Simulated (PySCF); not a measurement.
# H2S2Tl (Tl(SH)2+): the cost of one run

Method: PBE, Tl def2-SVP with ECP60, S def2-SVP, H def2-SVP; scalar-relativistic core potentials, no spin–orbit coupling; program: PySCF 2.14.0.

3 further runs of the same task are left out: 2 for a known fault of the program, 1 that didn't finish.

## Step 1: The starting structure

5 atoms, charge 1, spin multiplicity 1.

Bond lengths: Tl1–S2 2.415 Å, Tl1–S4 2.415 Å, S2–H3 1.371 Å, S4–H5 1.371 Å. Angles: S2–Tl1–S4 177.0°, Tl1–S2–H3 91.6°, Tl1–S4–H5 91.6°.

Coordinates:

```
Tl   -0.2446    0.0000    0.0000
S    -0.3079    0.0775    2.4133
H     0.6717    1.0367    2.4464
S    -0.3079   -0.0775   -2.4133
H     0.6717   -1.0367   -2.4464
```

Formal oxidation states: Tl +3. An earlier session relaxed this geometry at PBE, Tl def2-SVP with ECP60, S def2-SVP, H def2-SVP (singlet, point group C1).

Its energy there is -969.297901 Eh.

## Step 2: Multiplicity 3 at the relaxed geometry

run.py (the lines that set the calculation)

```python
mol = gto.M(atom='''
Tl    -0.24463     0.00000     0.00000
S     -0.30787     0.07752     2.41333
H      0.67170     1.03667     2.44640
S     -0.30787    -0.07752    -2.41333
H      0.67170    -1.03667    -2.44640''',
    basis={'Tl': 'def2-SVP', 'S': 'def2-SVP', 'H': 'def2-SVP'},
    ecp={'Tl': 'def2-SVP'},
    charge=1, spin=2)
mf = dft.UKS(mol, xc='PBE')
mf.grids.atom_grid = (50, 194)
mf = mf.density_fit()  # fitting sets: Tl def2-universal-JKFIT, S def2-universal-JKFIT, H def2-universal-JKFIT
mf.conv_tol = 1e-08; mf.max_cycle = 55
mf.kernel(dm0)  # dm0: free metal ions and neutral atoms
```

The run is started by

```bash
OMP_NUM_THREADS=2 python run.py
```

**Question.** How long does this run take on 2 threads of AMD EPYC 7B13 (Zen 3), shared host?

About 13 s.
